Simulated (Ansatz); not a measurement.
Working through a projected density of states of CsRb3, space group Pm-3m

Computed with Ansatz 0.2.0, Python API.

`csrb3.cif`
```cif
data_CsRb3
_cell_length_a 7.391966
_cell_length_b 7.391966
_cell_length_c 7.391966
_cell_angle_alpha 90.00000
_cell_angle_beta 90.00000
_cell_angle_gamma 90.00000
_symmetry_space_group_name_H-M 'P 1'
_symmetry_Int_Tables_number 1
loop_
_symmetry_equiv_pos_as_xyz
'x, y, z'
loop_
_atom_site_label
_atom_site_type_symbol
_atom_site_fract_x
_atom_site_fract_y
_atom_site_fract_z
Cs1 Cs    0.000000    0.000000    0.000000
Rb2 Rb    0.000000    0.500000    0.500000
Rb3 Rb    0.500000    0.000000    0.500000
Rb4 Rb    0.500000    0.500000    0.000000
```

Interactive session:
```pycon
>>> import ansatz as az
>>> from ase.io import read
>>> import numpy as np
>>> atoms = read('csrb3.cif')
>>> crystal = az.Crystal.from_ase(atoms)
>>> crystal.resolved().sites[-1]
Site(symbol='Rb', position=(0.5, 0.5, 0.0), moment=None, axis=None, held=None, saved=None)
>>> setup = (
...     crystal.calculation()
...     .functional('r2scan')
...     .basis(37 * az.Ry)
...     .kpoints(4, 4, 4)
...     .occupations(az.OccupationsMethod.COLD, width=0.15)
...     .scf(extra_bands=14)
...     .density_of_states(projected=True, energy_step=0.1)
... )
>>> def show(event):
...     row = event['data']
...     if event['event'] == 'scf_iter' and row.get('harris_foulkes_ev') is not None:
...         print(f'  iteration {row["iter"]:3d}  Harris-Foulkes {row["harris_foulkes_ev"]:.5f} eV  residual {row["dr2_ev"]:.2e}')
...
>>> done = setup.session().plan().execute(on_event=show)
  iteration   1  Harris-Foulkes -15519.86146 eV  residual 1.84e-02
  iteration   2  Harris-Foulkes -15519.86969 eV  residual 5.26e-03
  iteration   3  Harris-Foulkes -15519.87403 eV  residual 1.52e-04
  iteration   4  Harris-Foulkes -15519.87415 eV  residual 1.76e-05
  iteration   5  Harris-Foulkes -15519.87409 eV  residual 2.19e-07
  iteration   6  Harris-Foulkes -15519.87409 eV  residual 1.11e-08
>>> report = done.report
>>> report['kpoints_frac'][:4]
[[0.0, 0.0, 0.0], [0.0, 0.0, 0.25], [0.0, 0.0, -0.5], [0.0, 0.25, 0.25]]
>>> dos = done.density_of_states()
>>> energy = np.asarray(dos.energies_ev) - dos.fermi_ev
>>> curves = {}
>>> for site in done.projected_density_of_states().sites:
...     for shell in site.shells:
...         weight = sum(np.sum(curve.g_bin_mean_per_ev, axis=0) for curve in shell.curves)
...         name = f'{site.species} {shell.label}'
...         curves[name] = curves.get(name, 0) + weight
...
>>> step = energy[1] - energy[0]
>>> windows = [(-10, -5), (-5, 0), (0, 6)]
>>> print('states by shell in windows of E - E_F (eV):', windows)
states by shell in windows of E - E_F (eV): [(-10, -5), (-5, 0), (0, 6)]
>>> for name, g in curves.items():
...     print(f'{name:8s}', ' '.join(f'{step * g[(energy >= a) & (energy < b)].sum():8.3f}' for a, b in windows))
...
Cs 5S       0.000    0.004    0.003
Cs 6S       0.000    0.707    1.122
Cs 5P       0.000    0.018    0.007
Rb 4S       0.000    0.007    0.006
Rb 5S       0.000    2.950    2.552
Rb 4P       0.000    0.029    0.014
>>> filled = (energy < 0) & (energy > -10)
>>> for name, g in curves.items():
...     if g[filled].sum() * step > 0.5:
...         print(f'centre of {name}: {np.average(energy[filled], weights=g[filled]):.2f} eV')
...
centre of Cs 6S: -0.77 eV
centre of Rb 5S: -0.72 eV
```

Reading the output:
- Absolute energies stand on the zero of these potentials, so only differences at equal settings mean something. A total without «per atom» is that of the cell as typed.
- For a metal this k-point mesh is coarse: on a finer one energies can move by several to tens of meV an atom and pressures by half a GPa or more, differences at one mesh by less.
- The empty d shell of the heavier alkali and alkaline-earth atoms, which makes much of a conduction band, may have no channel.
- This cell is a computed structure, which may not be the phase found in nature.
- Curves are summed over the cell's atoms. Only shells that the potentials hold have channels, so projections don't add up to the total, least of all where a shell is missing (p of most metals); heights and places of peaks move with the mesh.
- The computed bands are complete only to about 3.6 eV above the Fermi level; beyond that the density of states is undercounted.
- A band centre counts only the states inside the window taken.
- Wall time of the script: 23 s on 1 thread of Arm Neoverse V1, on a shared host, peak memory 1.3 GiB.

(Lines on the test bed's own set-up are left out of the output.)
